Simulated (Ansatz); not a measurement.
Task: harmonic frequencies at the relaxed geometry of CH₂F₂OSe, SMILES OC(F)(F)[SeH], with the Ansatz DFT code, driven from Python. Give the script and its output. Level of theory (for the species named): CAM-B3LYP, def2-SVP basis, multiplicity 1.

```yaml
atoms:
  - { symbol: O, position_ang: [-0.8695, 0.1851, 0.7832] }
  - { symbol: C, position_ang: [0.0841, -0.3773, 0.0085] }
  - { symbol: F, position_ang: [1.2890, -0.1562, 0.5839] }
  - { symbol: F, position_ang: [-0.0720, -1.7243, -0.0897] }
  - { symbol: Se, position_ang: [0.0906, 0.3880, -1.7937] }
  - { symbol: H, position_ang: [-0.8781, -0.1769, 1.6669] }
  - { symbol: H, position_ang: [0.4172, 1.7936, -1.2048] }
```

`ch2f2ose.py`
```python
import itertools

import ansatz as az
from ase import Atoms
from ase.data import atomic_numbers, covalent_radii
import numpy as np

atoms = Atoms(["O", "C", "F", "F", "Se", "H", "H"], positions=[
    (-0.8695, 0.1851, 0.7832),
    (0.0841, -0.3773, 0.0085),
    (1.289, -0.1562, 0.5839),
    (-0.072, -1.7243, -0.0897),
    (0.0906, 0.388, -1.7937),
    (-0.8781, -0.1769, 1.6669),
    (0.4172, 1.7936, -1.2048),
])
mol = az.Crystal.molecule_from_ase(atoms)

setup = (
    mol.calculation()
    .basis(gaussian="def2-SVP")
    .functional("cam_b3lyp")
    .accuracy("medium")
)
symbols = [site.symbol for site in mol.cartesian_sites]
start = np.array([site.position_ang for site in mol.cartesian_sites], dtype=float)
report = setup.relax(force_tolerance=0.003).run(threads=1, pin="off").report
end = np.array(report["positions_ang"])

radius = [covalent_radii[atomic_numbers[s]] for s in symbols]
span = lambda where, i, j: np.linalg.norm(where[i] - where[j])
bonded = [(i, j) for i, j in itertools.combinations(range(len(symbols)), 2) if min(span(start, i, j), span(end, i, j)) < 1.2 * (radius[i] + radius[j])]
print("pair        before    after (A)")
for i, j in bonded:
    print(f"{symbols[i]}{i}-{symbols[j]}{j}".ljust(10), f"{span(start, i, j):8.4f} {span(end, i, j):8.4f}")
for first, second in list(itertools.combinations(bonded, 2)):
    shared = set(first) & set(second)
    if shared and symbols[(j := shared.pop())] != "H":
        i, k = sorted((set(first) | set(second)) - {j})
        u, v = end[i] - end[j], end[k] - end[j]
        angle = np.degrees(np.arccos(np.clip(u @ v / np.linalg.norm(u) / np.linalg.norm(v), -1, 1)))
        print(f"final angle {symbols[i]}{i}-{symbols[j]}{j}-{symbols[k]}{k}: {angle:.2f} deg")

minimum = az.Crystal.molecule()
for symbol, place in zip(symbols, end):
    minimum = minimum.atom(symbol, place.tolist())
vibrating = (
    minimum.calculation()
    .basis(gaussian="def2-SVP")
    .functional("cam_b3lyp")
    .accuracy("medium")
    .phonons(temperatures=(100, 500, 100))
)
vib = vibrating.run(threads=1, pin="off").report["vibrations"]
sums = vib["harmonic_sums"]
modes = [m["omega_inv_cm"] for m in sums["modes_at_gamma"] if m["rigid_motion"] == "no"]
print("frequencies (1/cm):", " ".join(f"{w:.0f}" for w in modes))
print("imaginary modes:", sum(w < 0 for w in modes), " zero-point energy:", round(sums["zero_point_energy_ev"], 4), "eV")
print("T (K)   F_vib (eV)   S_vib (meV/K)   C_vib (meV/K)")
for row in zip(sums["temperatures_k"], sums["vibrational_free_energy_ev"], vib["entropy_ev_per_k"], vib["heat_capacity_ev_per_k"]):
    print(f"{row[0]:6.1f} {row[1]:11.4f} {1000 * row[2]:13.4f} {1000 * row[3]:15.4f}")
```

```console
$ python ch2f2ose.py
pair        before    after (A)
O0-C1        1.3512   1.3454
O0-H5        0.9550   0.9715
C1-F2        1.3534   1.3513
C1-F3        1.3596   1.3515
C1-Se4       1.9580   1.9528
Se4-H6       1.5586   1.4677
final angle C1-O0-H5: 108.16 deg
final angle O0-C1-F2: 109.77 deg
final angle O0-C1-F3: 111.49 deg
final angle O0-C1-Se4: 111.25 deg
final angle F2-C1-F3: 105.46 deg
final angle F2-C1-Se4: 111.94 deg
final angle F3-C1-Se4: 106.76 deg
final angle C1-Se4-H6: 92.56 deg
frequencies (1/cm): 158 255 296 318 345 554 574 736 806 1047 1170 1281 1367 2480 3780
imaginary modes: 0  zero-point energy: 0.9402 eV
T (K)   F_vib (eV)   S_vib (meV/K)   C_vib (meV/K)
 100.0      0.9388        0.0579          0.1488
 200.0      0.9243        0.2395          0.3896
 300.0      0.8906        0.4326          0.5670
 400.0      0.8381        0.6151          0.7020
 500.0      0.7681        0.7833          0.8037
```

Caveats:
- These settings explore the input space; basis and method may be short of convergence.
- The frequencies are harmonic and unscaled, in a modest basis. The result belongs to the one conformer reached from this start, and soft torsions count as harmonic oscillators.
- Wall time of the script: 3.5 min on 1 thread of Arm Neoverse V1 (shared host), peak memory 0.33 GiB.

(Lines on the test bed's own set-up are left out of the output.)
